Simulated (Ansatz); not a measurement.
# FH4NO2Si: the cost of one run

Program: Ansatz 0.2.0, Gaussian basis. Level of theory: PBE0-D4, def2-SVP first, then def2-TZVP. These are calculated values, not measurements.

152 further runs of the same task are left out: 152 set aside as unsound or not needed.

### Step 1. Where the work starts

The guess: 9 atoms, charge 0, spin multiplicity 1.

Atoms are counted from 1 here; the program's logs count them from 0.

Bond lengths: Si1–N3 1.644 Å, Si1–O5 1.596 Å, Si1–O6 1.579 Å, N3–H4 1.169 Å, N3–H7 1.004 Å, O5–H8 0.958 Å, O6–H9 1.020 Å. Angles: N3–Si1–O5 130.7°, N3–Si1–O6 112.7°, O5–Si1–O6 116.6°, Si1–N3–H4 104.8°, Si1–N3–H7 130.4°, H4–N3–H7 124.8°, Si1–O5–H8 120.6°, Si1–O6–H9 109.1°.

Geometry (Å):

```xyz
9

Si   -0.5382    0.3420    0.0983
F     1.7585   -1.5136    0.0358
N     0.7221    0.4520   -0.9515
H     1.4209   -0.4430   -0.6733
O    -1.8399    1.2504    0.2598
O    -0.3992   -0.8767    1.0931
H     0.9024    1.1135   -1.6849
H    -2.4932    1.0527    0.9325
H     0.4666   -1.3772    0.8901
```

Distances that are to change: F2–H4 1.33 Å, Si1–F2 2.95 Å, N3–H4 1.17 Å.

### Step 2. Constrained relaxation of the guess

hold/in.yaml reads:

```yaml
crystal:
  periodic: [false, false, false]
  atoms:
    - {symbol: Si, position_ang: [-0.538200, 0.342000, 0.098300]}
    - {symbol: F, position_ang: [1.758500, -1.513600, 0.035800]}
    - {symbol: N, position_ang: [0.722100, 0.452000, -0.951500]}
    - {symbol: H, position_ang: [1.420900, -0.443000, -0.673300]}
    - {symbol: O, position_ang: [-1.839900, 1.250400, 0.259800]}
    - {symbol: O, position_ang: [-0.399200, -0.876700, 1.093100]}
    - {symbol: H, position_ang: [0.902400, 1.113500, -1.684900]}
    - {symbol: H, position_ang: [-2.493200, 1.052700, 0.932500]}
    - {symbol: H, position_ang: [0.466600, -1.377200, 0.890100]}
basis:
  gaussian: {orbitals: def2-SVP}
hamiltonian: {xc: pbe0, dispersion: d4}
relax: {f_tol: 0.04, max_steps: 150, escape_saddle: false, constraints: [{distance: [1, 3]}, {distance: [0, 1]}, {distance: [2, 3]}]}
```

Run with:

```bash
ansatz run in.yaml --threads 4 --pin off --events-out ev --progress --plain --max-ram 9574MiB
```

**Question.** How long does this run take on 4 threads of Intel Xeon at 2.50GHz, shared host?

About 27 s.
